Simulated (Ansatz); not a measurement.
# C₂H₇FOSi: one species, many methods

The task here is to estimate one member of a computed series from the others.

Method: functionals in def2-TZVPP, the program's frozen cores in correlated methods; program: Ansatz 0.2.0, Gaussian basis.

The runs, in order: LDA (SPW92), PBE-D4, revPBE-D4, BLYP-D4, r2SCAN-D4, B97M-V, PBE0-D4, B3LYP-D4, r2SCANh-D4, r2SCAN0-D4, HSE06-D4, BHLYP-D4, CAM-B3LYP-D4, LC-ωPBE, ωB97X-V, ωB97M-V, B2PLYP, PBE-QIDH; CCSD(T)/def2-SVP; CCSD(T)/def2-TZVPP; MP2/def2-QZVPP; extrapolation to the limit; RPA on PBE.

**The relaxed structure**

All runs share one geometry, relaxed beforehand with PBE0-D4 in a triple-zeta def2 set.

12 atoms, charge 0, spin multiplicity 1.

Atoms are counted from 1 here; the program's logs count them from 0.

Bond lengths: C1–Si2 1.856 Å, C1–H6 1.092 Å, C1–H7 1.094 Å, C1–H8 1.092 Å, Si2–O3 1.665 Å, Si2–H9 1.491 Å, Si2–H10 1.483 Å, O3–C4 1.366 Å, C4–F5 1.383 Å, C4–H11 1.098 Å, C4–H12 1.093 Å. Angles: Si2–C1–H6 110.8°, Si2–C1–H7 110.3°, Si2–C1–H8 110.6°, H6–C1–H7 108.2°, H6–C1–H8 108.3°, H7–C1–H8 108.5°, C1–Si2–O3 112.1°, C1–Si2–H9 110.7°, C1–Si2–H10 111.3°, O3–Si2–H9 107.6°, O3–Si2–H10 104.8°, H9–Si2–H10 110.0°, Si2–O3–C4 124.0°, O3–C4–F5 110.6°, O3–C4–H11 112.1°, O3–C4–H12 109.0°, F5–C4–H11 106.3°, F5–C4–H12 107.3° and more.

Set-up of the first run:

File in.yaml:

```yaml
crystal:
  periodic: [false, false, false]
  atoms:
    - {symbol: C, position_ang: [-1.281233, 0.479385, 1.179615]}
    - {symbol: Si, position_ang: [0.368913, -0.320208, 0.895422]}
    - {symbol: O, position_ang: [1.152659, 0.312876, -0.430723]}
    - {symbol: C, position_ang: [0.926680, -0.091914, -1.715425]}
    - {symbol: F, position_ang: [-0.354068, 0.244864, -2.114275]}
    - {symbol: H, position_ang: [-1.170994, 1.557847, 1.313761]}
    - {symbol: H, position_ang: [-1.752246, 0.070002, 2.077620]}
    - {symbol: H, position_ang: [-1.944593, 0.305482, 0.330015]}
    - {symbol: H, position_ang: [0.213552, -1.786354, 0.670783]}
    - {symbol: H, position_ang: [1.289200, -0.075084, 2.032115]}
    - {symbol: H, position_ang: [1.008317, -1.180824, -1.825780]}
    - {symbol: H, position_ang: [1.620814, 0.428831, -2.379229]}
basis:
  gaussian: {orbitals: def2-TZVPP}
hamiltonian: {xc: lda}
output: {orbitals: {seedname: orbitals}}
```

The run is started by

```sh
$ ansatz run in.yaml --threads 4 --pin off --events-out ev --progress --plain --max-ram 10444MiB
```

Among the steps run: LDA; PBE-D4 (GGA); revPBE-D4 (GGA); BLYP-D4 (GGA); r2SCAN-D4 (meta-GGA); B97M-V (meta-GGA); PBE0-D4 (hybrid); B3LYP-D4 (hybrid); r2SCANh-D4 (hybrid); r2SCAN0-D4 (hybrid); HSE06-D4 (hybrid); BHLYP-D4 (hybrid); CAM-B3LYP-D4 (range-separated); LC-ωPBE (range-separated); ωB97X-V (range-separated); ωB97M-V (range-separated); B2PLYP (double hybrid); PBE-QIDH (double hybrid).

One table of the session follows, with a row left open; its other results are not shown here.

It belongs to the step «Orbital energies across the functionals». 

```
  functional  HOMO (eV)  LUMO (eV)  gap (eV)
 LDA (SPW92)      -7.22      -0.44      6.77
      PBE-D4      -7.10      -0.17      6.93
   revPBE-D4      -7.05      -0.05      7.00
     BLYP-D4      -7.04      -0.05      6.99
   r2SCAN-D4      -7.44       0.29      7.74
      B97M-V          ?          ?         ?
     PBE0-D4      -8.61       0.70      9.31
    B3LYP-D4      -8.40       0.47      8.87
  r2SCANh-D4      -8.01       0.58      8.59
  r2SCAN0-D4      -8.85       1.00      9.84
    HSE06-D4      -8.21       0.33      8.53
    BHLYP-D4     -10.02       1.50     11.52
CAM-B3LYP-D4     -10.06       1.63     11.69
     LC-ωPBE     -11.39       2.84     14.23
     ωB97X-V     -11.06       2.68     13.74
     ωB97M-V     -10.94       2.30     13.24
```

**Question.** Estimate the row for B97M-V.

**Answer.** HOMO (eV): -7.60; LUMO (eV): 0.03; gap (eV): 7.63. In the column «HOMO (eV)» it lies between r2SCANh-D4 (-8.01) and r2SCAN-D4 (-7.44).
